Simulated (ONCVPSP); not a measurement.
# An ONCV potential for nickel, from input to tests

Task: generate the file, and judge it by its errors in other configurations, its logarithmic derivatives, its ghosts and its cutoff.

Program: ONCVPSP 4.0.1. Reference atom: PBE, scalar-relativistic, spherical and spin-unpolarised. All values are calculated.

### Step 1. The atom and the settings

The settings as typed:

| Item | Value |
| --- | --- |
| element | nickel (Ni, Z = 28) |
| type | optimised norm-conserving Vanderbilt (ONCV) |
| frozen core | [Ne] |
| valence charge | 18 |
| reference configuration | 3s2 3p6 3d8 4s1 4p1 |
| partial waves | 3s+4s: rc 1.35 bohr, ncon 4, nbas 7, qcut 9.1 1/bohr, 2 projectors; 3p+4p: rc 1.45 bohr, ncon 4, nbas 9, qcut 10 1/bohr, 2 projectors; 3d: rc 1.45 bohr, ncon 3, nbas 8, qcut 11.4 1/bohr, 3 projectors, debl 1.1 Ha |
| local potential | polynomial inside 1.10 bohr (lpopt 5, dvloc0 1 Ha) |
| core correction | not asked for |

An earlier all-electron run gives the scale for the radii.

All-electron outer shells of the reference configuration (PBE, scalar-relativistic, ld1.x):

```json
{"shell": "2s", "level (eV)": "-983.71", "outermost node (bohr)": "0.07", "outermost maximum (bohr)": "0.21"}
{"shell": "2p", "level (eV)": "-846.57", "outermost node (bohr)": "–", "outermost maximum (bohr)": "0.16"}
{"shell": "3s", "level (eV)": "-113.04", "outermost node (bohr)": "0.30", "outermost maximum (bohr)": "0.64"}
{"shell": "3p", "level (eV)": "-73.38", "outermost node (bohr)": "0.27", "outermost maximum (bohr)": "0.65"}
{"shell": "3d", "level (eV)": "-10.81", "outermost node (bohr)": "–", "outermost maximum (bohr)": "0.63"}
{"shell": "4s", "level (eV)": "-6.88", "outermost node (bohr)": "0.92", "outermost maximum (bohr)": "2.18"}
{"shell": "4p", "level (eV)": "-2.11", "outermost node (bohr)": "1.00", "outermost maximum (bohr)": "3.02"}
```

### Step 2. The generation run

Ni.dat reads:

```
# ATOM AND REFERENCE CONFIGURATION
# atsym  z   nc   nv     iexc    psfile
  Ni 28.00    3    5        4      upf
#
#   n    l    f
    1    0    2.00
    2    0    2.00
    2    1    6.00
    3    0    2.00
    3    1    6.00
    3    2    8.00
    4    0    1.00
    4    1    1.00
#
# PSEUDOPOTENTIAL AND OPTIMIZATION
# lmax
    2
#
#   l,   rc,      ep,       ncon, nbas, qcut
    0    1.35    0.00    4    7    9.10
    1    1.45    0.00    4    9   10.00
    2    1.45    0.00    3    8   11.40
#
# LOCAL POTENTIAL
# lloc, lpopt,  rc(5),   dvloc0
    4    5    1.10    1.00
#
# VANDERBILT-KLEINMAN-BYLANDER PROJECTORs
# l, nproj, debl
    0    2    0.80
    1    2    1.10
    2    3    1.10
#
# MODEL CORE CHARGE
# icmod, fcfact, rcfact
    0    0.00    0.00
#
# LOG DERIVATIVE ANALYSIS
# epsh1, epsh2, depsh
   -6.00    5.00    0.04
#
# OUTPUT GRID
# rlmax, drl
    6.00    0.01
#
# TEST CONFIGURATIONS
# ncnf
    4
# nvcnf
#   n    l    f
    5
    3    0    2.00
    3    1    6.00
    3    2    8.00
    4    0    2.00
    4    1    0.00
#
    5
    3    0    2.00
    3    1    6.00
    3    2    8.00
    4    0    1.00
    4    1    0.00
#
    5
    3    0    2.00
    3    1    6.00
    3    2    8.00
    4    0    0.00
    4    1    0.00
#
    5
    3    0    2.00
    3    1    5.00
    3    2    8.00
    4    0    2.00
    4    1    0.00
#
```

Launch:

```console
$ oncvpsp.x < Ni.dat > Ni.out
```

What does the calculation give? Wanted: cutoffs for 1 and 0.1 mHa per electron, occupied waves; bound ghosts; GHOST(+) flags; largest test error; largest phase difference near zero energy, channels read.

As calculated:

| quantity | value |
| --- | --- |
| cutoffs for 1 and 0.1 mHa per electron, occupied waves | 49 Ha and 55 Ha |
| bound ghosts | none found |
| GHOST(+) flags | none at low energy |
| largest test error (AE − PS) | -101 meV, for 3s2 3p5 3d8 4s2 4p0 |
| largest phase difference near zero energy, channels read | 0.001 rad |

In words: By total energies transferability is fair for so large an energy: the largest error is 101 meV on 74.9 eV, for 3s2 3p5 3d8 4s2 4p0. That test lies far up in energy; among those under 40 eV, nearer to bonding, the largest error is 2.5 meV. By its cutoff, 49 Ha for the looser tolerance, it is hard. At the looser tolerance the 3d wave is the slowest; 3p needs 35 Ha. No bound ghost shows below the valence levels. Near zero energy the phases of the channels with partial waves agree within 0.001 rad. All of this concerns the isolated atom, not yet a solid.
